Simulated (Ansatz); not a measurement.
# SiH4 + AsH3: a complex and its separated parts

The complex below is one end of an elementary step. How strongly is it bound against its free parts?

Method: PBE0-D4/def2-TZVP structures, single points in def2-TZVPP, no counterpoise correction; program: Ansatz 0.2.0, Gaussian basis.

Levels: SPW92, PBE-D4, BLYP-D4, r2SCAN-D4, B97M-V, PBE0-D4, B3LYP-D4, r2SCAN0-D4, BHLYP-D4, CAM-B3LYP-D4, wB97X-V, wB97M-V, B2PLYP, PBE-QIDH, RPA on PBE, Hartree-Fock, MP2, CCSD, CCSD(T).

Correlated methods freeze the cores. Filled d shells of the heavier atoms are correlated. B3LYP uses VWN-RPA correlation. B2PLYP carries no dispersion term here.

21 further runs of the same task are left out: 21 set aside as unsound or not needed.

### Step 1. The starting structure

The complex: 9 atoms, charge 0, spin multiplicity 1.

Atoms are counted from 1 here; the program's logs count them from 0.

Bond lengths: Si1–H2 1.486 Å, Si1–H3 1.487 Å, Si1–H4 1.484 Å, Si1–H5 1.484 Å, H6–As7 1.521 Å, As7–H8 1.521 Å, As7–H9 1.521 Å. Angles: H2–Si1–H3 109.0°, H2–Si1–H4 109.5°, H2–Si1–H5 109.6°, H3–Si1–H4 109.3°, H3–Si1–H5 109.4°, H4–Si1–H5 109.9°, H6–As7–H8 92.2°, H6–As7–H9 92.4°, H8–As7–H9 92.3°.

Geometry (Å):

```xyz
9
charge 0, multiplicity 1
Si   -1.4757   -0.9512   -0.7818
H    -0.0614   -1.1351   -1.1994
H    -2.3491   -1.7756   -1.6578
H    -1.8517    0.4779   -0.9181
H    -1.6401   -1.3858    0.6274
H     2.3870    0.0337    1.0887
As    1.2371    1.0279    1.0367
H     1.8156    1.7241   -0.1856
H     1.9383    1.9842    1.9900
```

Its parts: SiH4 holds atoms 1, 2, 3, 4, 5; AsH3 holds atoms 6, 7, 8, 9. Each part counts its atoms afresh in its own runs.

### Step 2. Relaxing SiH4 alone

relax-a/in.yaml reads:

```yaml
crystal:
  periodic: [false, false, false]
  atoms:
    - {symbol: Si, position_ang: [-1.475691, -0.951216, -0.781767]}
    - {symbol: H, position_ang: [-0.061375, -1.135144, -1.199432]}
    - {symbol: H, position_ang: [-2.349150, -1.775638, -1.657768]}
    - {symbol: H, position_ang: [-1.851738, 0.477858, -0.918057]}
    - {symbol: H, position_ang: [-1.640099, -1.385780, 0.627398]}
basis:
  gaussian: {orbitals: def2-TZVP}
hamiltonian: {xc: pbe0, dispersion: d4}
relax: {f_tol: 0.005, max_steps: 200}
```

The command line of these runs was not kept.

Further steps of the session: Relaxing AsH3 alone; wB97M-V/def2-TZVPP; CCSD(T)/def2-TZVPP; Vibrations of SiH4; Vibrations of AsH3.

Before running it: what results should come out? Wanted: complex less parts, CCSD(T)/def2-TZVPP; with zero-point energy; largest T1 diagnostic.

As calculated:

| quantity | value |
| --- | --- |
| complex less parts, CCSD(T)/def2-TZVPP | -4.5 kJ/mol |
| with zero-point energy | -1.8 kJ/mol |
| largest T1 diagnostic | 0.011 |

What this shows: At CCSD(T) the complex lies 4.5 kJ/mol below its parts. Among the functionals r2SCAN-D4 lands nearest to CCSD(T) (+0.1 kJ/mol) and SPW92 farthest (-5.1 kJ/mol). Mean unsigned error by rung: LDA 5.1, GGA 1.6, meta-GGA 0.4, hybrid 1.4, range-separated hybrid 0.7, double hybrid 2.3 kJ/mol. PBE-D4 gives a relative energy 2.3 kJ/mol too low, an error of 52 % of the reference. No counterpoise was applied, and triple zeta lacks some correlation, so the CCSD(T) reference has a basis error of its own, and close matches with it are partly luck.
